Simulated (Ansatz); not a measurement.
**C2H7As: how energies converge with the basis set**

One table from this session's results is given with a row withheld; the runs are named, their logs left out.

Method: one geometry, several basis sets; program: Ansatz 0.2.0, Gaussian basis.

Levels to be run: PBE0-D4/def2-SVP; ωB97M-V/def2-SVP; PBE0-D4/def2-QZVPP; ωB97M-V/def2-QZVPP; the functionals' def2-TZVPP values are taken from earlier runs.

### The geometry

All runs share one geometry, relaxed beforehand with PBE0-D4 in a triple-zeta def2 set.

SMILES `C[AsH]C`, 10 atoms, charge 0, spin multiplicity 1.

Atoms are counted from 1 here; the program's logs count them from 0.

Bond lengths: C1–As2 1.968 Å, C1–H4 1.091 Å, C1–H5 1.090 Å, C1–H6 1.090 Å, As2–C3 1.968 Å, As2–H7 1.527 Å, C3–H8 1.091 Å, C3–H9 1.090 Å, C3–H10 1.090 Å. Angles: As2–C1–H4 108.5°, As2–C1–H5 109.3°, As2–C1–H6 111.9°, H4–C1–H5 108.4°, H4–C1–H6 109.3°, H5–C1–H6 109.5°, C1–As2–C3 97.5°, C1–As2–H7 95.3°, C3–As2–H7 95.3°, As2–C3–H8 108.5°, As2–C3–H9 109.3°, As2–C3–H10 111.9°, H8–C3–H9 108.4°, H8–C3–H10 109.3°, H9–C3–H10 109.5°.

Coordinates:

```csv
atom,x (Å),y (Å),z (Å)
C1,-1.0102,0.7541,-0.7848
As2,0.4776,-0.5262,-0.9334
C3,0.7063,-0.8793,0.9895
H4,-1.9168,0.2032,-0.5305
H5,-1.1632,1.2411,-1.7484
H6,-0.8210,1.5093,-0.0221
H7,1.5714,0.5358,-1.0137
H8,-0.1192,-1.5078,1.3267
H9,1.6383,-1.4229,1.1471
H10,0.7200,0.0416,1.5724
```

The first run:

File in.yaml:

```yaml
crystal:
  periodic: [false, false, false]
  atoms:
    - {symbol: C, position_ang: [-1.010151, 0.754100, -0.784834]}
    - {symbol: As, position_ang: [0.477562, -0.526234, -0.933386]}
    - {symbol: C, position_ang: [0.706299, -0.879294, 0.989542]}
    - {symbol: H, position_ang: [-1.916786, 0.203216, -0.530477]}
    - {symbol: H, position_ang: [-1.163235, 1.241118, -1.748371]}
    - {symbol: H, position_ang: [-0.821043, 1.509338, -0.022091]}
    - {symbol: H, position_ang: [1.571422, 0.535805, -1.013727]}
    - {symbol: H, position_ang: [-0.119197, -1.507784, 1.326736]}
    - {symbol: H, position_ang: [1.638324, -1.422932, 1.147075]}
    - {symbol: H, position_ang: [0.720007, 0.041567, 1.572433]}
basis:
  gaussian: {orbitals: def2-SVP}
hamiltonian: {xc: pbe0, dispersion: d4}
output: {orbitals: {seedname: orbitals}}
```

Among the steps run: PBE0-D4 in def2-SVP; ωB97M-V in def2-SVP; PBE0-D4 in def2-QZVPP; ωB97M-V in def2-QZVPP.

One of the session's tables, all rows but one given; the rest of the session is left out.

It belongs to the step «Density functionals: the series». 

```
functional       basis  HOMO (eV)  LUMO (eV)
   PBE0-D4    def2-SVP          ?          ?
   PBE0-D4  def2-TZVPP      -6.77       0.68
   PBE0-D4  def2-QZVPP      -6.81       0.35
   ωB97M-V    def2-SVP      -8.89       2.86
   ωB97M-V  def2-TZVPP      -8.94       2.27
   ωB97M-V  def2-QZVPP      -8.98       1.67
```

Estimate the missing values for PBE0-D4, def2-SVP.

The run gave: HOMO (eV): -6.73; LUMO (eV): 1.05. In the column «HOMO (eV)» it is the highest.
